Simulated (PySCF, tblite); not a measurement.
# 2-fluorobenzoyl chloride (C₇H₄ClFO): geometry, infrared bands and NMR shifts

What infrared bands and NMR shifts should 2-fluorobenzoyl chloride (C₇H₄ClFO) (`O=C(Cl)c1ccccc1F`) show?

Programs: tblite 0.8.0 and PySCF 2.14.0, with density-fitted response routines of our own. Each step states its level of theory. These are calculated values for one molecule in the gas phase, unless marked as measured. Atoms count from 0, in the outputs and in this text.

### 1 Starting geometry

14 atoms, charge 0, multiplicity 1; geometry from: force field or distance geometry start.

Bonds of the start (Å): O0–C1 1.29, C1–Cl2 1.76, C1–C3 1.47, C3–C4 1.40, C4–C5 1.38, C5–C6 1.38, C6–C7 1.38, C7–C8 1.39, C8–F9 1.35, C8–C3 1.37, C4–H10 1.08, C5–H11 1.09, C6–H12 1.10, C7–H13 1.08.

### 2 Optimising the geometry with GFN2-xTB

Job settings and geometry (Å):

```
{"job": {"kind": "relax", "xc": "GFN2-xTB", "basis": "xTB"}, "charge": 0, "multiplicity": 1}
O      2.968900    -1.010200     0.113700
C      2.245100    -0.069400    -0.391800
Cl     3.032600     1.166600    -1.369400
C      0.793600    -0.016500    -0.146100
C      0.239600    -1.021100     0.650200
C     -1.113900    -1.048200     0.917200
C     -1.878000    -0.029600     0.375600
C     -1.328700     0.969000    -0.396000
C      0.034300     0.995600    -0.683300
F      0.579300     1.964300    -1.441000
H      0.852000    -1.815200     1.061600
H     -1.546100    -1.830500     1.532900
H     -2.961600    -0.018700     0.586900
H     -1.917800     1.763300    -0.832600
```

Command:

```console
> OMP_NUM_THREADS=1 python probes_run.py task.json out
```

This one command runs all jobs of the session in turn.

**Question.** This job is followed by: GFN2-xTB harmonic vibrations, gas phase; GIAO PBE0/pcSseg-1 NMR shielding, non-relativistic, gas phase. What will the session give for the following? strongest single infrared mode (GFN2-xTB); zero-point energy (GFN2-xTB); ¹³C shifts against TMS (PBE0/pcSseg-1); ¹H shifts against TMS (PBE0/pcSseg-1); ¹⁷O shifts against H2O (PBE0/pcSseg-1); ³⁵Cl shifts against HCl (PBE0/pcSseg-1); ¹⁹F shifts against CFCl3 (PBE0/pcSseg-1).

**Answer**, as computed:

```
                                 quantity                                                value
strongest single infrared mode (GFN2-xTB)                                1765 cm⁻¹, 361 km/mol
             zero-point energy (GFN2-xTB)                                        56.1 kcal/mol
   ¹³C shifts against TMS (PBE0/pcSseg-1)  173.9, 173.4, 143.8, 140.8, 129.4, 124.5, 124.2 ppm
    ¹H shifts against TMS (PBE0/pcSseg-1)                           8.53, 7.92, 7.54, 7.50 ppm
   ¹⁷O shifts against H2O (PBE0/pcSseg-1)                                            573.3 ppm
  ³⁵Cl shifts against HCl (PBE0/pcSseg-1)                                              476 ppm
 ¹⁹F shifts against CFCl3 (PBE0/pcSseg-1)                                           -105.5 ppm
```

**Reading.** Over 20 steps the energy fell by 0.494 eV; of the close pairs, O0–C1 changed most, 1.290 to 1.193 Å. The lowest mode is imaginary (29i cm⁻¹), so the xTB geometry is not a minimum. The strongest single mode, at 1765 cm⁻¹, moves mainly C1 and O0. Unscaled tight-binding wavenumbers are off by several per cent, some by more. Its intensities can rank the bands wrongly. At PBE0/pcSseg-1: Shielding is most anisotropic at O0 (span 908 ppm, paramagnetic term -635 ppm). NICS(1)zz of -26 ppm above the planar ring from C3 marks a diatropic (aromatic) ring current.
